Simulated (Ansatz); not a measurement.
# GeH4O2 + HF: a complex and its separated parts

The complex below is one end of an elementary step. How strongly is it bound against its free parts?

Program: Ansatz 0.2.0, Gaussian basis. Level of theory: PBE0-D4/def2-TZVP structures, single points in def2-TZVPP, no counterpoise correction. These are calculated values, not measurements.

Levels: SPW92, PBE-D4, BLYP-D4, r2SCAN-D4, B97M-V, PBE0-D4, B3LYP-D4, r2SCAN0-D4, BHLYP-D4, CAM-B3LYP-D4, wB97X-V, wB97M-V, B2PLYP, PBE-QIDH, RPA on PBE, Hartree-Fock, MP2, CCSD, CCSD(T).

Correlated methods freeze the cores. Filled d shells of the heavier atoms are correlated. B3LYP uses VWN-RPA correlation. B2PLYP carries no dispersion term here.

## 1. The system as given

The complex: 9 atoms, charge 0, spin multiplicity 1.

Atoms are counted from 1 here; the program's logs count them from 0.

Bond lengths: Ge1–H3 1.529 Å, Ge1–H4 1.530 Å, Ge1–H5 1.532 Å, Ge1–O7 1.830 Å, F2–H6 0.943 Å, O7–O8 1.435 Å, O8–H9 0.966 Å. Angles: H3–Ge1–H4 113.9°, H3–Ge1–H5 112.7°, H3–Ge1–O7 107.5°, H4–Ge1–H5 113.5°, H4–Ge1–O7 101.9°, H5–Ge1–O7 106.3°, Ge1–O7–O8 105.4°, O7–O8–H9 100.7°.

Geometry (Å):

```mol
FGeH5O2
  3D, bonds by distance, orders not assigned

  9  7  0  0  0  0  0  0  0  0999 V2000
   -1.1966   -0.3060   -0.1061 Ge  0  0
    1.9494   -0.9043    1.6405 F   0  0
   -0.9083   -1.5877   -0.8887 H   0  0
   -1.6590   -0.5483    1.3318 H   0  0
   -2.0891    0.6698   -0.8798 H   0  0
    1.4749   -0.3231    1.0692 H   0  0
    0.3992    0.5510    0.1515 O   0  0
    0.9436    0.7466   -1.1620 O   0  0
    1.0860    1.7018   -1.1566 H   0  0
  1  3  8  0
  1  4  8  0
  1  5  8  0
  1  7  8  0
  2  6  8  0
  7  8  8  0
  8  9  8  0
M  END
```

Its parts: GeH4O2 holds atoms 1, 3, 4, 5, 7, 8, 9; HF holds atoms 2, 6. Each part counts its atoms afresh in its own runs.

## 2. Relaxing GeH4O2 alone

The input, relax-a/in.yaml:

```yaml
crystal:
  periodic: [false, false, false]
  atoms:
    - {symbol: Ge, position_ang: [-1.196569, -0.305980, -0.106065]}
    - {symbol: H, position_ang: [-0.908326, -1.587652, -0.888672]}
    - {symbol: H, position_ang: [-1.658994, -0.548328, 1.331823]}
    - {symbol: H, position_ang: [-2.089137, 0.669824, -0.879758]}
    - {symbol: O, position_ang: [0.399198, 0.551043, 0.151498]}
    - {symbol: O, position_ang: [0.943568, 0.746643, -1.161952]}
    - {symbol: H, position_ang: [1.085988, 1.701798, -1.156597]}
basis:
  gaussian: {orbitals: def2-TZVP}
hamiltonian: {xc: pbe0, dispersion: d4}
relax: {f_tol: 0.005, max_steps: 200}
```

No record of the launch command was kept for these runs.

Further steps of the session: Relaxing HF alone; wB97M-V/def2-TZVPP; CCSD(T)/def2-TZVPP; Vibrations of GeH4O2; Vibrations of HF.

**Question.** What will these runs give? Wanted: complex less parts, CCSD(T)/def2-TZVPP; with zero-point energy; largest T1 diagnostic.

**Answer**, as computed:

| quantity | value |
| --- | --- |
| complex less parts, CCSD(T)/def2-TZVPP | -36.4 kJ/mol |
| with zero-point energy | -27.8 kJ/mol |
| largest T1 diagnostic | 0.013 |

At CCSD(T) the complex lies 36.4 kJ/mol below its parts. Among the functionals B2PLYP lands nearest to CCSD(T) (-0.4 kJ/mol) and SPW92 farthest (-20.6 kJ/mol). By rung, the mean size of the error is: LDA 20.6, GGA 4.7, meta-GGA 2.2, hybrid 3.5, range-separated hybrid 3.7, double hybrid 0.6 kJ/mol. PBE-D4 gives a relative energy 5.2 kJ/mol too low, outside chemical accuracy (1 kcal/mol, 4.2 kJ/mol). No counterpoise was applied, and triple zeta lacks some correlation, so the CCSD(T) reference has a basis error of its own, and close matches with it are partly luck.
